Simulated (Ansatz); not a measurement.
# BClH4OSSi: one species, many methods

An exercise on one series of results from a longer session: the logs are not shown, and one member is left open.

Program: Ansatz 0.2.0, Gaussian basis. Level of theory: functionals in def2-TZVPP, the program's frozen cores in correlated methods. These are calculated values, not measurements.

Plan: PBE-D4, r2SCAN-D4, PBE0-D4, B3LYP-D4, ωB97X-V, ωB97M-V, B2PLYP; CCSD(T)/def2-TZVPP; MP2/def2-QZVPP; extrapolation to the limit.

## Structure used throughout

The geometry comes from an earlier relaxation with PBE0-D4 in a triple-zeta def2 set; it is a stationary point, not always the lowest conformer.

SMILES `BO[SiH](S)Cl`, 9 atoms, charge 0, spin multiplicity 1.

Atoms are counted from 1 here; the program's logs count them from 0.

Bond lengths: B1–O2 1.352 Å, B1–H6 1.199 Å, B1–H7 1.197 Å, O2–Si3 1.635 Å, Si3–S4 2.115 Å, Si3–Cl5 2.046 Å, Si3–H8 1.473 Å, S4–H9 1.345 Å. Angles: O2–B1–H6 120.1°, O2–B1–H7 117.3°, H6–B1–H7 122.6°, B1–O2–Si3 138.3°, O2–Si3–S4 104.9°, O2–Si3–Cl5 111.7°, O2–Si3–H8 108.4°, S4–Si3–Cl5 111.5°, S4–Si3–H8 113.5°, Cl5–Si3–H8 106.9°, Si3–S4–H9 92.9°.

Set-up of the first run:

Input file in.yaml:

```yaml
crystal:
  periodic: [false, false, false]
  atoms:
    - {symbol: B, position_ang: [0.047748, 1.652889, 1.079630]}
    - {symbol: O, position_ang: [-0.551168, 0.559172, 0.556404]}
    - {symbol: Si, position_ang: [-0.116089, -0.849712, -0.148853]}
    - {symbol: S, position_ang: [-0.803679, -0.694381, -2.142649]}
    - {symbol: Cl, position_ang: [1.907453, -1.140612, -0.075773]}
    - {symbol: H, position_ang: [1.243789, 1.721042, 1.121919]}
    - {symbol: H, position_ang: [-0.662467, 2.524245, 1.491014]}
    - {symbol: H, position_ang: [-0.734623, -1.956130, 0.601407]}
    - {symbol: H, position_ang: [-0.242464, -1.862712, -2.500300]}
basis:
  gaussian: {orbitals: def2-TZVPP}
hamiltonian: {xc: pbe, dispersion: d4}
output: {forces: true, orbitals: {seedname: orbitals}}
```

Command:

```sh
> ansatz run in.yaml --threads 4 --pin off --events-out ev --progress --plain --max-ram 10444MiB
```

Among the steps run: PBE-D4 (GGA); r2SCAN-D4 (meta-GGA); PBE0-D4 (hybrid); B3LYP-D4 (hybrid); ωB97X-V (range-separated); ωB97M-V (range-separated); B2PLYP (double hybrid); CCSD(T) in def2-TZVPP; MP2 in def2-QZVPP.

One table of the session follows, with a row left open; its other results are not shown here.

| method | atomisation energy (kJ/mol) |
| --- | --- |
| PBE-D4 | 3237.4 |
| r2SCAN-D4 | 3232.5 |
| PBE0-D4 | 3195.9 |
| B3LYP-D4 | 3197.2 |
| ωB97X-V | 3230.0 |
| ωB97M-V | 3235.5 |
| B2PLYP | 3167.5 |
| HF/def2-TZVPP | 2410.5 |
| MP2/def2-TZVPP | 3194.2 |
| CCSD/def2-TZVPP | 3067.8 |
| CCSD(T)/def2-TZVPP | 3116.0 |
| MP2/CBS | 3290.7 |
| CCSD(T)/CBS | ? |

**Question.** Estimate the row for CCSD(T)/CBS.

**Answer.** atomisation energy (kJ/mol): 3212.6. In the column «atomisation energy (kJ/mol)» it lies between B3LYP-D4 (3197.2) and ωB97X-V (3230.0).

Limits of these values: Free atoms (1 B, 1 O, 1 Si, 1 S, 1 Cl, 4 H) were run apart at each level; the atomisation energy is their sum less the molecule, without zero-point or spin-orbit terms.
